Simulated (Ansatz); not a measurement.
# CH₃FOSeSi: up Jacob's ladder to CCSD(T)

The task here is to estimate one member of a computed series from the others.

Computed with Ansatz 0.2.0, Gaussian basis. Level: functionals in def2-TZVPP, the program's frozen cores in correlated methods.

Plan: PBE-D4, r2SCAN-D4, PBE0-D4, B3LYP-D4, ωB97X-V, ωB97M-V, B2PLYP; CCSD(T)/def2-TZVPP; MP2/def2-QZVPP; extrapolation to the limit.

## The relaxed structure

An earlier PBE0-D4 in a triple-zeta def2 set relaxation fixed the geometry.

SMILES `F[Si]1([SeH])CO1`, 8 atoms, charge 0, spin multiplicity 1.

Atoms are counted from 1 here; the program's logs count them from 0.

Bond lengths: F1–Si2 1.585 Å, Si2–Se3 2.237 Å, Si2–C4 1.789 Å, Si2–O5 1.629 Å, Se3–H6 1.469 Å, C4–O5 1.515 Å, C4–H7 1.088 Å, C4–H8 1.087 Å. Angles: F1–Si2–Se3 108.9°, F1–Si2–C4 120.6°, F1–Si2–O5 119.4°, Se3–Si2–C4 127.7°, Se3–Si2–O5 116.0°, C4–Si2–O5 52.4°, Si2–Se3–H6 91.5°, Si2–C4–O5 58.4°, Si2–C4–H7 121.7°, Si2–C4–H8 123.3°, O5–C4–H7 111.8°, O5–C4–H8 112.0°, H7–C4–H8 113.6°, Si2–O5–C4 69.3°.

As a file:

| atom | x (Å) | y (Å) | z (Å) |
| --- | --- | --- | --- |
| F1 | -1.2173 | 0.0151 | 1.4950 |
| Si2 | -0.1695 | 0.2201 | 0.3238 |
| Se3 | 1.5957 | 1.3396 | 1.1193 |
| C4 | -0.2564 | -0.7768 | -1.1596 |
| O5 | -0.6964 | 0.6729 | -1.1502 |
| H6 | 1.3336 | 0.8618 | 2.4838 |
| H7 | -1.0898 | -1.4497 | -1.3487 |
| H8 | 0.5921 | -0.9399 | -1.8190 |

The first run:

in.yaml reads:

```yaml
crystal:
  periodic: [false, false, false]
  atoms:
    - {symbol: F, position_ang: [-1.217297, 0.015062, 1.495006]}
    - {symbol: Si, position_ang: [-0.169526, 0.220053, 0.323759]}
    - {symbol: Se, position_ang: [1.595675, 1.339589, 1.119267]}
    - {symbol: C, position_ang: [-0.256379, -0.776804, -1.159604]}
    - {symbol: O, position_ang: [-0.696350, 0.672882, -1.150193]}
    - {symbol: H, position_ang: [1.333621, 0.861797, 2.483762]}
    - {symbol: H, position_ang: [-1.089770, -1.449731, -1.348708]}
    - {symbol: H, position_ang: [0.592127, -0.939947, -1.818988]}
basis:
  gaussian: {orbitals: def2-TZVPP}
hamiltonian: {xc: pbe, dispersion: d4}
output: {forces: true, orbitals: {seedname: orbitals}}
```

Launch:

```console
ansatz run in.yaml --threads 4 --pin off --events-out ev --progress --plain --max-ram 10444MiB
```

Steps of the session up to this table: PBE-D4 (GGA); r2SCAN-D4 (meta-GGA); PBE0-D4 (hybrid); B3LYP-D4 (hybrid); ωB97X-V (range-separated); ωB97M-V (range-separated); B2PLYP (double hybrid); CCSD(T) in def2-TZVPP; MP2 in def2-QZVPP.

One table of the session follows, with a row left open; its other results are not shown here.

| method | atomisation energy (kJ/mol) |
| --- | --- |
| PBE-D4 | 3057.9 |
| r2SCAN-D4 | 3003.1 |
| PBE0-D4 | ? |
| B3LYP-D4 | 2958.2 |
| ωB97X-V | 2993.6 |
| ωB97M-V | 2982.8 |
| B2PLYP | 2938.4 |
| HF/def2-TZVPP | 2045.6 |
| MP2/def2-TZVPP | 2990.7 |
| CCSD/def2-TZVPP | 2831.6 |
| CCSD(T)/def2-TZVPP | 2893.4 |
| MP2/CBS | 3093.0 |
| CCSD(T)/CBS | 2995.8 |

**Question.** Estimate the row for PBE0-D4.

The run gave: atomisation energy (kJ/mol): 2971.4. In the column «atomisation energy (kJ/mol)» it lies between B3LYP-D4 (2958.2) and ωB97M-V (2982.8).

Among the levels timed on like hardware and quicker than the yardstick, those that no quicker one beats, quickest first: PBE-D4 (2.6 s, +62.1 kJ/mol); PBE0-D4 (3.4 s, -24.4 kJ/mol); r2SCAN-D4 (6 s, +7.3 kJ/mol); ωB97X-V (8.5 s, -2.1 kJ/mol).

B2PLYP carry no dispersion term (for B3LYP, D4 adds 32.3 kJ/mol).

To keep in mind: Free atoms (1 F, 1 Si, 1 Se, 1 C, 1 O, 3 H) were run apart at each level; the atomisation energy is their sum less the molecule, without zero-point or spin-orbit terms. All levels share the lack of spin-orbit coupling, which lowers the free heavy atoms and so the true binding.
